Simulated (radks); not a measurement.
# La³⁺ in [Kr] 4d9.5 5s2 5p6 5d0.5: an all-electron calculation

What are the levels of the lanthanum ion La3+, how large are its shells, and how does its energy divide?

The numbers are computed with radks (a radial shooting solver on a logarithmic mesh, Libxc functionals) version 1 (scalar-relativistic Kohn-Sham, r2SCAN, spin-unpolarised, spherical densities, finite nucleus), except any that are marked as measured or tabulated.

### Step 1. What is computed

- element: lanthanum (Z = 57)
- charge: +3
- electrons: 54
- configuration: [Kr] 4d9.5 5s2 5p6 5d0.5
- nuclear rms radius: 4.855 fm

### Step 2. The run

Settings of this run:

```text
Z 57
configuration [Kr] 4d9.5 5s2 5p6 5d0.5
relativity scalar-relativistic
functional r2scan,r2scan
spin unpolarised
nucleus finite rms 4.855 fm
c 137.035999084
```

What does the calculation give?

The runs gave:

| quantity | value |
| --- | --- |
| total energy | -8490.6859 hartree |
| exchange-correlation share of it | 2.39 % |
| −T/E | 1.0578 |
| highest occupied level | 5d, -23.832 eV |
| most extended occupied level | 5d, <r> = 2.29 bohr |
| radius at density 0.001 e/bohr³ | 3.59 bohr |
| maxima of the radial density | 4 |

**Reading.** 5 principal shells are occupied and 4 maxima appear in the radial density; where shells overlap, one shows as a shoulder or not at all. −T/E is 1.058: with relativity the kinetic term as defined here no longer equals −E. This is not the tabulated ground configuration, so its levels and sizes aren't those of the ground state, and no measured value stands beside it.
